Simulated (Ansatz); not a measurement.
# Tl: the cost of one run

All numbers below are computed with Ansatz 0.2.0 (DFT PBEsol, plane waves, PAW, scalar-relativistic, no spin polarisation).

### 1 The structure to begin with

The cell holds 36 atoms (Tl36): a = 10.380 Å, b = 10.380 Å, c = 11.065 Å, α = 90.00°, β = 90.00°, γ = 120.00°.

Its coordinates follow in the input file.

### 2 Run 1

250 steps of 4.5 fs under a Langevin thermostat at 900 K.

Input file input.yaml:

```yaml
accuracy: low
crystal:
  lattice:
    - [10.38, 0.0, 0.0]
    - [-5.19, 8.989344, 0.0]
    - [0.0, 0.0, 11.06508]
  atoms:
    - { symbol: Tl, position: [0.0, 0.0, 0.0] }
    - { symbol: Tl, position: [0.1111111, 0.2222222, 0.25] }
    - { symbol: Tl, position: [0.0, 0.0, 0.5] }
    - { symbol: Tl, position: [0.1111111, 0.2222222, 0.75] }
    - { symbol: Tl, position: [0.0, 0.3333333, 0.0] }
    - { symbol: Tl, position: [0.1111111, 0.5555556, 0.25] }
    - { symbol: Tl, position: [0.0, 0.3333333, 0.5] }
    - { symbol: Tl, position: [0.1111111, 0.5555556, 0.75] }
    - { symbol: Tl, position: [0.0, 0.6666667, 0.0] }
    - { symbol: Tl, position: [0.1111111, 0.8888889, 0.25] }
    - { symbol: Tl, position: [0.0, 0.6666667, 0.5] }
    - { symbol: Tl, position: [0.1111111, 0.8888889, 0.75] }
    - { symbol: Tl, position: [0.3333333, 0.0, 0.0] }
    - { symbol: Tl, position: [0.4444444, 0.2222222, 0.25] }
    - { symbol: Tl, position: [0.3333333, 0.0, 0.5] }
    - { symbol: Tl, position: [0.4444444, 0.2222222, 0.75] }
    - { symbol: Tl, position: [0.3333333, 0.3333333, 0.0] }
    - { symbol: Tl, position: [0.4444444, 0.5555556, 0.25] }
    - { symbol: Tl, position: [0.3333333, 0.3333333, 0.5] }
    - { symbol: Tl, position: [0.4444444, 0.5555556, 0.75] }
    - { symbol: Tl, position: [0.3333333, 0.6666667, 0.0] }
    - { symbol: Tl, position: [0.4444444, 0.8888889, 0.25] }
    - { symbol: Tl, position: [0.3333333, 0.6666667, 0.5] }
    - { symbol: Tl, position: [0.4444444, 0.8888889, 0.75] }
    - { symbol: Tl, position: [0.6666667, 0.0, 0.0] }
    - { symbol: Tl, position: [0.7777778, 0.2222222, 0.25] }
    - { symbol: Tl, position: [0.6666667, 0.0, 0.5] }
    - { symbol: Tl, position: [0.7777778, 0.2222222, 0.75] }
    - { symbol: Tl, position: [0.6666667, 0.3333333, 0.0] }
    - { symbol: Tl, position: [0.7777778, 0.5555556, 0.25] }
    - { symbol: Tl, position: [0.6666667, 0.3333333, 0.5] }
    - { symbol: Tl, position: [0.7777778, 0.5555556, 0.75] }
    - { symbol: Tl, position: [0.6666667, 0.6666667, 0.0] }
    - { symbol: Tl, position: [0.7777778, 0.8888889, 0.25] }
    - { symbol: Tl, position: [0.6666667, 0.6666667, 0.5] }
    - { symbol: Tl, position: [0.7777778, 0.8888889, 0.75] }
basis:
  ecutwfc: 420.0
kpoints:
  mp_grid: { grid: [1, 1, 1] }
hamiltonian:
  xc: pbesol
scf:
  occupations: { method: fermi_dirac, width: 0.1 }
  lower_state_search: "off"
md:
  timestep: 4.5
  n_steps: 250
  ensemble: nvt_langevin
  temperature: 900.0
  initial_velocities: maxwell_boltzmann
  seed: 551212
  friction: 0.02
```

The run is started by

```
> ansatz run input.yaml --threads 4 --pin off --max-ram 10240MiB --backend cpu --events-out ev --progress --plain --runs-dir out
```

**Question.** How long does this run take on 4 threads of Intel Xeon 6975P-C (Granite Rapids), shared host, and how much memory does it need?

About 13 min, with a peak of 1.4 GiB.
